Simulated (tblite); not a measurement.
# C5H7F3: the cost of one run

The runs use tblite 0.8.0 and PySCF 2.14.0, with density-fitted response routines of our own; the level of theory stands in each step. All values are computed, except where a source is named. Atoms are numbered from 0 throughout.

### Step 1. The starting structure

15 atoms, charge 0, multiplicity 1; geometry from: force field or distance geometry start.

Bonds of the start (Å): C0–C1 1.50, C1–C2 1.32, C2–C3 1.49, C3–F4 1.40, C3–F5 1.37, C1–C6 1.47, C6–F7 1.37, C0–H8 1.12, C0–H9 1.12, C0–H10 1.11, C2–H11 1.09, C3–H12 1.08, C6–H13 1.12, C6–H14 1.13.

### Step 2. Geometry optimisation with GFN2-xTB

What the job is given:

```
{"job": {"kind": "relax", "xc": "GFN2-xTB", "basis": "xTB"}, "charge": 0, "multiplicity": 1}
C     -1.684400    -0.931300    -0.151200
C     -0.441700    -0.101500    -0.012700
C      0.703300    -0.711100    -0.250600
C      1.975300     0.052000    -0.137100
F      2.938900    -0.847200    -0.605000
F      2.338100     0.326300     1.156200
C     -0.606500     1.296500     0.405300
F      0.547300     2.024200     0.540700
H     -1.799700    -1.642000     0.711600
H     -2.548200    -0.221700    -0.131400
H     -1.647000    -1.504000    -1.104900
H      0.692800    -1.762000    -0.553100
H      2.002400     0.898500    -0.814900
H     -1.219900     1.778400    -0.404300
H     -1.255200     1.353000     1.329600
```

Run with:

```
OMP_NUM_THREADS=1 python probes_run.py task.json out
```

One launch serves the whole session: the jobs run in the order shown.

**Question.** How long does this first job take on 1 thread of Intel Xeon at 2.50GHz, shared host, and how much memory does it need?

About 3.5 s, with a peak of 0.18 GiB.
